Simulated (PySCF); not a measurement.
**B(OH)₃: relaxation and vibrations of the singlet**

The task is one start of a wider search on B(OH)₃: the singlet, from a trigonal planar start. It is relaxed, tested by its Hessian and followed downhill if it is a saddle.

The runs use PySCF 2.14.0; PBE, basis B def2-TZVP, O def2-TZVP, H def2-TZVP, no relativity, density fitting.

## (1) The system as given

7 atoms, charge 0, spin multiplicity 1.

Bond lengths: B1–O2 1.480 Å, B1–O3 1.480 Å, B1–O4 1.480 Å, O2–H5 0.960 Å, O3–H6 0.960 Å, O4–H7 0.960 Å. Angles: O2–B1–O3 120.0°, O2–B1–O4 120.0°, O3–B1–O4 120.0°, B1–O2–H5 130.0°, B1–O3–H6 130.0°, B1–O4–H7 130.0°.

```xyz
7
charge 0 multiplicity 1
B     0.0000    0.0000    0.0000
O     1.4800    0.0000    0.0000
O    -0.7400    1.2817    0.0000
O    -0.7400   -1.2817    0.0000
H     2.0971   -0.7354    0.0000
H    -0.4117    2.1838    0.0000
H    -1.6854   -1.4484    0.0000
```

## (2) First SCF at the start

One driver script runs all steps and calls PySCF; scf.py shows how it sets up the SCF of each step. The optimiser is the driver's own. After this first run the driver tries any further starts and a stability analysis.

Input file scf.py:

```python
from pyscf import gto, scf, dft
mol = gto.M(atom='''
B      0.000000     0.000000     0.000000
O      1.480000     0.000000     0.000000
O     -0.740000     1.281700     0.000000
O     -0.740000    -1.281700     0.000000
H      2.097100    -0.735400     0.000000
H     -0.411700     2.183800     0.000000
H     -1.685400    -1.448400     0.000000''',
    basis={'B': 'def2-TZVP', 'O': 'def2-TZVP', 'H': 'def2-TZVP'},
    charge=0, spin=0)
mf = dft.RKS(mol, xc='PBE')
mf.grids.atom_grid = (50, 194)
aux = {'B': 'def2-universal-JKFIT', 'O': 'def2-universal-JKFIT', 'H': 'def2-universal-JKFIT'}
mf = mf.density_fit(auxbasis=aux)
mf.conv_tol = 1e-08
mf.diis_space = 10
mf.max_cycle = 60
mf.init_guess = 'minao'
mf.verbose = 4
mf.kernel()
```

Launch:

```bash
> OMP_NUM_THREADS=4 python axn.py task.json out
```

The runs that follow: Relaxation: trigonal planar start, singlet; Hessian and properties.

**Question.** What will these runs give? Wanted: minimum; geometry; wavenumbers; dipole moment; highest occupied, lowest empty level; polar-tensor charge of B1; zero-point energy; atomisation energy.

As calculated:

| quantity | value |
| --- | --- |
| minimum | singlet, C3h |
| geometry | B–O 1.379 Å (×3), O–H 0.971 Å (×3); B–O–H 111.6° (×3), O–B–O 120.0° (×3) |
| wavenumbers (cm⁻¹) | 413 (e'), 419 (a''), 519 (e''), 642 (a''), 852 (a'), 988 (e'), 992 (a'), 1415 (e'), 3742 (a'), 3743 (e') |
| dipole moment | 0.00 D |
| highest occupied, lowest empty level | -7.54, -0.33 eV |
| polar-tensor charge of B1 | +1.31 e |
| zero-point energy | 124.4 kJ/mol |
| entropy at 298.15 K | 271.9 J/(mol K) |
| atomisation energy (no zero-point energy) | 3119 kJ/mol |

What this shows: The molecule stays C3h, as typed, and the end point is a minimum. The strongest infrared band lies at 1415 cm⁻¹ (e'). B1 has a polar-tensor charge of +1.3 e (a dipole derivative, not a static charge), yet symmetry cancels the bond dipoles. Other starts or spin states, not run here, may lie lower.
